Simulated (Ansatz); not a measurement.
# H2S (hydrogen sulfide): wB97X/aug-cc-pVTZ

What is the electronic atomisation energy of H2S (hydrogen sulfide) at wB97X/aug-cc-pVTZ? 

Program for the calculation: Ansatz 0.2.0.

34 further runs of the same task are left out: 34 set aside as unsound or not needed.

## 1. The system as given

The species is H2S (3 atoms), meant as a singlet with charge 0. As SMILES, `S`. The shape is that of a PBE0-D4/def2-TZVP optimisation.

Bond lengths: S1–H2 1.341 Å, S1–H3 1.341 Å. Angles: H2–S1–H3 92.3°.

## 2. A single-point energy at wB97X/aug-cc-pVTZ

job.yaml reads:

```yaml
basis:
  gaussian: {orbitals: aug-cc-pVTZ}
crystal:
  periodic: [false, false, false]
  atoms:
    - {symbol: S, position_ang: [0.495500, -0.280600, 0.243900]}
    - {symbol: H, position_ang: [0.097900, 0.997700, 0.162400]}
    - {symbol: H, position_ang: [-0.593400, -0.717100, -0.406300]}
hamiltonian: {xc: {name: wB97X}}
accuracy: high
output: {orbitals: {seedname: orbitals}}
```

Started as:

```
$ ansatz run job.yaml --threads 1 --pin off --max-ram 3480MiB --events-out events.jsonl --progress --plain --runs-dir runs
```

Standard output:

```text
Warning: RAYON_NUM_THREADS=1 ignored (pool sized by the plan → 1); use --threads N
Functional definition: wB97X
  name "wB97X"
  parameter omega = 0.3/bohr
  parameter cx = 0.157706
  parameter cx1 = 0.726479
  parameter cx2 = 1.04760
  parameter cx3 = -5.70635
  parameter cx4 = 13.2794
  parameter css1 = -4.33879
  parameter css2 = 18.2308
  parameter css3 = -31.7430
  parameter css4 = 17.2901
  parameter cos1 = 2.37031
  parameter cos2 = -11.3995
  parameter cos3 = 6.58405
  parameter cos4 = -3.78132
  exchange = spin_sum(e_x_unif_sr(omega)*poly(b97_u_x, 1 - cx, cx1, cx2, cx3, cx4)) + cx*exact_x_sr(omega)
      + exact_x_lr(omega)
  correlation = spin_sum(e_c_pw_same_spin*poly(b97_u_same, 1, css1, css2, css3, css4))
      + integral(e_c_pw_opposite_spin*poly(b97_u_opposite, 1, cos1, cos2, cos3, cos4))
1402 factors; integrals over basis functions are off by at most 3.5e-9 eV
319 factors; integrals over basis functions are off by at most 2.1e-9 eV
mean field evaluation 1: about -10868.0029 eV, gradient 1.0e1 eV
mean field evaluation 2: about -10868.3158 eV, gradient 6.2e0 eV
mean field evaluation 4: about -10868.3979 eV, gradient 7.5e-1 eV
mean field evaluation 8: about -10868.4001 eV, gradient 2.8e-2 eV
mean field evaluation 16: about -10868.4001 eV, gradient 1.8e-6 eV
mean field -10868.40007613 eV, -399.4063359315 hartree, gradient 4.1e-8 eV, S^2 0.000000; 0 other end points of the search recorded, 0 dependent functions left out
reference -10868.40007232 eV, -399.4063357916 hartree; 9, 9 occupied and 87, 87 virtual orbitals, 1402 factors
Total energy: -10868.40007232 eV, -399.4063357916 hartree
```

Run time: 9.6 s. Hardware: 1 thread of Arm Neoverse V2, shared host; peak memory 0.29 GiB.

## 3. The H atom

in.yaml reads:

```yaml
crystal:
  periodic: [false, false, false]
  atoms:
    - symbol: H
      position_ang: [0.000000, 0.000000, 0.000000]
basis:
  gaussian:
    orbitals: aug-cc-pVTZ
magnetization:
  spin_polarized: true
  initial_magnetization: 1
hamiltonian:
  xc: {name: wB97X}
accuracy: high
```

Started as:

```
$ ansatz run in.yaml --threads 1 --pin off --max-ram 3480MiB --events-out events.jsonl --progress --plain --runs-dir runs
```

Standard output, shortened:

```text
Warning: RAYON_NUM_THREADS=1 ignored (pool sized by the plan → 1); use --threads N
[... 2 set-up lines as earlier in the session ...]
[...]
      + exact_x_lr(omega)
[...]
      + integral(e_c_pw_opposite_spin*poly(b97_u_opposite, 1, cos1, cos2, cos3, cos4))
183 factors; integrals over basis functions are off by at most 1.9e-9 eV
89 factors; integrals over basis functions are off by at most 7.2e-10 eV
[...]
mean field -13.64702475 eV, -0.5015189093 hartree, gradient 1.2e-10 eV, S^2 0.750000; 0 other end points of the search recorded, 0 dependent functions left out
reference -13.64702538 eV, -0.5015189326 hartree; 1, 0 occupied and 22, 23 virtual orbitals, 183 factors
Total energy: -13.64702538 eV, -0.5015189326 hartree
```

It took 0.81 s on 1 thread of Arm Neoverse V2, shared host; peak memory 0.1 GiB.

## 4. The S atom at the same level

run.yaml reads:

```yaml
crystal:
  periodic: [false, false, false]
  atoms:
    - {symbol: S, position_ang: [0.000000, 0.000000, 0.000000]}
basis:
  gaussian:
    orbitals: aug-cc-pVTZ
magnetization:
  spin_polarized: true
  initial_magnetization: 2
hamiltonian:
  xc: {name: wB97X}
accuracy: high
```

Run the same way, it converges to -398.11479 Eh (log not shown).

## 5. Summary of results

At wB97X/aug-cc-pVTZ:

| quantity | value |
| --- | --- |
| molecule: total energy | -399.40634 Eh |
| molecule: HOMO energy | -10.02 eV |
| molecule: LUMO energy | 0.94 eV |
| molecule: HOMO–LUMO gap | 10.95 eV |
| H atom: total energy | -0.50152 Eh |
| H atom: ⟨S²⟩ | 0.750 |
| S atom: total energy | -398.11479 Eh |
| S atom: ⟨S²⟩ | 2.005 |
| electronic atomisation energy | 7.851 eV |

In words: Taking the molecule apart into free atoms costs 7.85 eV (181 kcal/mol), before zero-point energy and without spin-orbit coupling.
